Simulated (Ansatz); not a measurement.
**C2H4GaN: one species, many methods**

An exercise on one series of results from a longer session: the logs are not shown, and one member is left open.

Program: Ansatz 0.2.0, Gaussian basis. Level of theory: functionals in def2-TZVPP, the program's frozen cores in correlated methods. These are calculated values, not measurements.

Plan: LDA (SPW92), PBE-D4, revPBE-D4, BLYP-D4, r2SCAN-D4, B97M-V, PBE0-D4, B3LYP-D4, r2SCANh-D4, r2SCAN0-D4, HSE06-D4, BHLYP-D4, CAM-B3LYP-D4, LC-ωPBE, ωB97X-V, ωB97M-V, B2PLYP, PBE-QIDH; CCSD(T)/def2-SVP; CCSD(T)/def2-TZVPP; MP2/def2-QZVPP; extrapolation to the limit; RPA on PBE.

## The geometry

All runs share one geometry, relaxed beforehand with PBE0-D4 in a triple-zeta def2 set.

SMILES `N=C=[CH][GaH2]`, 8 atoms, charge 0, spin multiplicity 1.

Atoms are counted from 1 here; the program's logs count them from 0.

Bond lengths: N1–C2 1.214 Å, N1–H5 1.014 Å, C2–C3 1.309 Å, C3–Ga4 1.931 Å, C3–H6 1.084 Å, Ga4–H7 1.565 Å, Ga4–H8 1.565 Å. Angles: C2–N1–H5 119.2°, N1–C2–C3 173.8°, C2–C3–Ga4 119.1°, C2–C3–H6 118.2°, Ga4–C3–H6 122.7°, C3–Ga4–H7 118.3°, C3–Ga4–H8 118.1°, H7–Ga4–H8 123.7°.

Set-up of the first run:

in.yaml reads:

```yaml
crystal:
  periodic: [false, false, false]
  atoms:
    - {symbol: N, position_ang: [0.336931, 2.061676, -0.854554]}
    - {symbol: C, position_ang: [0.365594, 1.114943, -0.095964]}
    - {symbol: C, position_ang: [0.472338, 0.025698, 0.622840]}
    - {symbol: Ga, position_ang: [-0.381349, -1.593632, 0.007208]}
    - {symbol: H, position_ang: [-0.411434, 2.740572, -0.770248]}
    - {symbol: H, position_ang: [1.040500, 0.073935, 1.545156]}
    - {symbol: H, position_ang: [-0.231943, -2.886448, 0.876279]}
    - {symbol: H, position_ang: [-1.190637, -1.536754, -1.330727]}
basis:
  gaussian: {orbitals: def2-TZVPP}
hamiltonian: {xc: lda}
output: {orbitals: {seedname: orbitals}}
```

Steps of the session up to this table: LDA; PBE-D4 (GGA); revPBE-D4 (GGA); BLYP-D4 (GGA); r2SCAN-D4 (meta-GGA); B97M-V (meta-GGA); PBE0-D4 (hybrid); B3LYP-D4 (hybrid); r2SCANh-D4 (hybrid); r2SCAN0-D4 (hybrid); HSE06-D4 (hybrid); BHLYP-D4 (hybrid); CAM-B3LYP-D4 (range-separated); LC-ωPBE (range-separated); ωB97X-V (range-separated); ωB97M-V (range-separated); B2PLYP (double hybrid); PBE-QIDH (double hybrid).

One of the session's tables, all rows but one given; the rest of the session is left out.

It belongs to the step «Orbital energies across the functionals». 

```
  functional  HOMO (eV)  LUMO (eV)  gap (eV)
 LDA (SPW92)      -6.20      -2.53      3.67
      PBE-D4      -6.03      -2.28      3.75
   revPBE-D4      -5.96      -2.17      3.79
     BLYP-D4      -5.89      -2.22      3.67
   r2SCAN-D4      -6.24      -2.03      4.21
      B97M-V      -6.29      -2.20      4.09
     PBE0-D4      -7.13      -1.51      5.62
    B3LYP-D4      -6.92      -1.77      5.15
  r2SCANh-D4      -6.65      -1.76      4.89
  r2SCAN0-D4      -7.28      -1.36      5.92
    HSE06-D4      -6.73      -1.87      4.86
    BHLYP-D4      -8.12      -0.77      7.35
CAM-B3LYP-D4      -8.39      -0.63      7.75
     LC-ωPBE          ?          ?         ?
     ωB97X-V      -9.35       0.39      9.74
     ωB97M-V      -9.25       0.20      9.45
```

Estimate the missing values for LC-ωPBE.

As computed: HOMO (eV): -9.68; LUMO (eV): 0.51; gap (eV): 10.19. In the column «HOMO (eV)» it is the lowest.
